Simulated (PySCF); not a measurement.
# C6H6F6Si3: the cost of one run

Computed with PySCF 2.14.0 and routines of our own; the level stands in each step. Atoms count from 0.

### 1 The starting structure

21 atoms, charge 0, multiplicity 1; geometry from: GFN2-xTB.

### 2 NMR shifts: GIAO HF/MINI

What the job is given:

```
{"job": {"kind": "nmr", "basis": "MINI", "pop": false, "xc": "HF"}, "charge": 0, "multiplicity": 1}
C      4.853398    -1.512002    -0.466382
Si     4.320901     0.108322     0.324797
F      4.294364    -0.001322     1.922501
F      5.415752     1.255502     0.101941
C      2.678077     0.740699    -0.234748
C      1.603031     1.139310    -0.616512
Si    -0.034482     1.759901    -1.183734
F     -0.070929     1.832940    -2.779470
F     -0.228252     3.288097    -0.762717
C     -1.453301     0.756988    -0.572288
C     -2.377154     0.090377    -0.169257
Si    -3.811560    -0.897911     0.445273
C     -5.429175     0.045391     0.616810
F     -3.978642    -2.179402    -0.501859
F     -3.382899    -1.581053     1.829709
H      5.821286    -1.826278    -0.081869
H      4.142280    -2.306861    -0.259826
H      4.941232    -1.420220    -1.545258
H     -5.334887     0.873491     1.313742
H     -5.757180     0.452227    -0.335669
H     -6.217210    -0.608029     0.985629
```

Level: GIAO HF/MINI NMR shielding, non-relativistic, gas phase.

Started as:

```console
$ OMP_NUM_THREADS=1 python large_run.py task.json out
```

One launch serves the whole session: the jobs run in the order shown.

Q: Estimate the wall time and peak memory of this first job on 1 thread of Arm Neoverse N1, shared host.

About 8.5 s, with a peak of 0.46 GiB.
